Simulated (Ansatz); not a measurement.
# SiGe: the cost of one run

Computed with Ansatz 0.2.0 (reference: DFT, PBEsol, plane waves, PAW, unless a step's input says otherwise).

4 further runs of the same task are left out: 2 for a known fault of the program, 2 that didn't finish.

### Step 1. The starting structure

It takes space group R-3m (No. 166, trigonal). The conventional cell has a = 3.925 Å, b = 3.925 Å, c = 19.232 Å, α = 90.00°, β = 90.00°, γ = 120.00°. Around Si (site symmetry 3m) lie 3 Si at 2.39 Å and 1 Ge at 2.40 Å. Ge (site symmetry 3m) is surrounded by 1 Si at 2.40 Å and 3 Ge at 2.42 Å.

Structure file:

```cif
data_structure
_symmetry_space_group_name_H-M 'P 1'
_symmetry_Int_Tables_number 1
_cell_length_a 6.7994
_cell_length_b 6.7994
_cell_length_c 6.7994
_cell_angle_alpha 33.555
_cell_angle_beta 33.555
_cell_angle_gamma 33.555
_cell_volume 85.55
loop_
_atom_site_label
_atom_site_type_symbol
_atom_site_fract_x
_atom_site_fract_y
_atom_site_fract_z
_atom_site_occupancy
Si1 Si 0.18612 0.18612 0.18612 1
Ge1 Ge 0.68898 0.68898 0.68898 1
Si2 Si 0.81388 0.81388 0.81388 1
Ge2 Ge 0.31102 0.31102 0.31102 1
```

### Step 2. Reference

Input file input.yaml:

```yaml
crystal:
  lattice:
    - [1.962718494, 1.1331760508, 6.4105976087]
    - [-1.962718494, 1.1331760508, 6.4105976087]
    - [0.0, -2.2663521017, 6.4105976087]
  atoms:
    - { symbol: Si, position: [0.1861189419, 0.1861189419, 0.1861189419] }
    - { symbol: Ge, position: [0.6889769731, 0.6889769731, 0.6889769731] }
    - { symbol: Si, position: [0.8138810581, 0.8138810581, 0.8138810581] }
    - { symbol: Ge, position: [0.3110230269, 0.3110230269, 0.3110230269] }
kpoints:
  mp_grid: { grid: [6, 6, 6] }
hamiltonian:
  xc: pbesol
scf:
  occupations: { method: fixed }
  n_extra_bands: 5
output:
  forces: true
  stress: true
  eigenvalues: true
```

Started as:

```console
ansatz run input.yaml --threads 4 --pin off --max-ram 3686MiB --backend cpu --events-out ev --progress --plain --runs-dir out
```

Q: Estimate wall time and peak memory on 4 threads of an x86-64 CPU, shared host.

About 2 s, with a peak of 0.44 GiB.
